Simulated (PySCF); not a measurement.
# A diatomic session: GaCl−

One job finds the state of GaCl−, follows it along the bond with each method and fits the curves.

Method: Ga def2-TZVPPD, Cl def2-TZVPPD, no relativity; program: PySCF 2.14.0.

2 further runs of the same task are left out: 2 set aside as unsound or not needed.

## (1) The job

The job is set up so:

| Item | Value |
| --- | --- |
| atoms | Ga, Cl |
| charge | -1 |
| basis | Ga def2-TZVPPD, Cl def2-TZVPPD |
| Hamiltonian | no relativity |
| basis functions | 105 |
| electrons treated | 49 |
| masses in u | 68.9256, 34.9689 |
| levels | PBE0, PBE, r²SCAN, BHandHLYP, B2PLYP, M06, LDA, revPBE, HSE06, HF, MP2, SCS-MP2, CCSD, CCSD(T) |
| grid | 80 radial by 434 angular points |
| occupations | held fixed by the projection of orbital angular momentum |
| dissociation limit | Ga + Cl−, each in its ground configuration |
| starting distance in angstrom | 2.275 |
| values of 2S to try | 1, 3 |

Run with:

```console
OMP_NUM_THREADS=2 python dia.py task.json out
```

The runs that follow: PBE0 along the bond; PBE (GGA); r²SCAN; BHandHLYP; B2PLYP (double hybrid); M06 (hybrid meta-GGA); LDA (local density); revPBE; HSE06; UHF (mean field); MP2 and coupled cluster.

Q: Predict the outcome of this session. Wanted: for each run, Re; ωe; De; μ.

**Answer**, as computed:

Lowest PBE0 solution found, without spin–orbit coupling: ²Π (doublet), unpaired electrons π ↑.

```
      level  Re (Å)  ωe (cm⁻¹)  De (eV)  μ (D)
        UHF   2.462      211.1     1.04  -0.99
    UHF-MP2   2.394      247.4     1.37    n/a
UHF-SCS-MP2   2.415      238.3     1.28    n/a
   UHF-CCSD   2.407      242.0     1.29    n/a
UHF-CCSD(T)   2.402      245.9     1.35    n/a
        LDA   2.349      261.7     1.76  -0.24
        PBE   2.425      232.1     1.41  -0.63
     revPBE   2.451      221.6     1.27  -0.75
     r²SCAN   2.389      246.9     1.50  -0.36
       PBE0   2.403      240.0     1.40  -0.58
        M06   2.432      223.1     1.32  -1.03
      HSE06   2.406      238.4     1.41  -0.61
  BHandHLYP   2.431      226.0     1.21  -0.97
     B2PLYP   2.426      231.0     1.27  -0.86
```

De is counted to Ga + Cl− in their ground configurations. A positive dipole points from Ga to Cl; in an ion it is taken about the centre of mass and does not tell which atom is negative.

Differences from CCSD(T) in the same basis:

| level | Re (mÅ) | ωe (%) |
| --- | --- | --- |
| UHF | +59 | -14.1 |
| UHF-MP2 | -8 | +0.6 |
| UHF-SCS-MP2 | +12 | -3.1 |
| UHF-CCSD | +5 | -1.6 |
| LDA | -53 | +6.4 |
| PBE | +23 | -5.6 |
| revPBE | +49 | -9.9 |
| r²SCAN | -13 | +0.4 |
| PBE0 | +1 | -2.4 |
| M06 | +29 | -9.3 |
| HSE06 | +4 | -3.0 |
| BHandHLYP | +29 | -8.1 |
| B2PLYP | +24 | -6.0 |

Against CCSD(T) in the same basis, the bond length is nearest at PBE0 (+1 mÅ) and farthest at UHF (+59 mÅ); the wavenumber is nearest at r²SCAN (+0.4 %) and farthest at UHF (-14.1 %). Among the levels with a De in the table, it runs from 1.04 eV (UHF) to 1.76 eV (LDA).

Correlated steps freeze 14 core orbitals. B2PLYP dipoles, levels and charges come from its SCF part alone. With some functionals the highest level of the anion is positive, from self-interaction error or because the anion is truly unbound there; the finite basis then holds the extra electron, and no neutral molecule was run to test the binding.
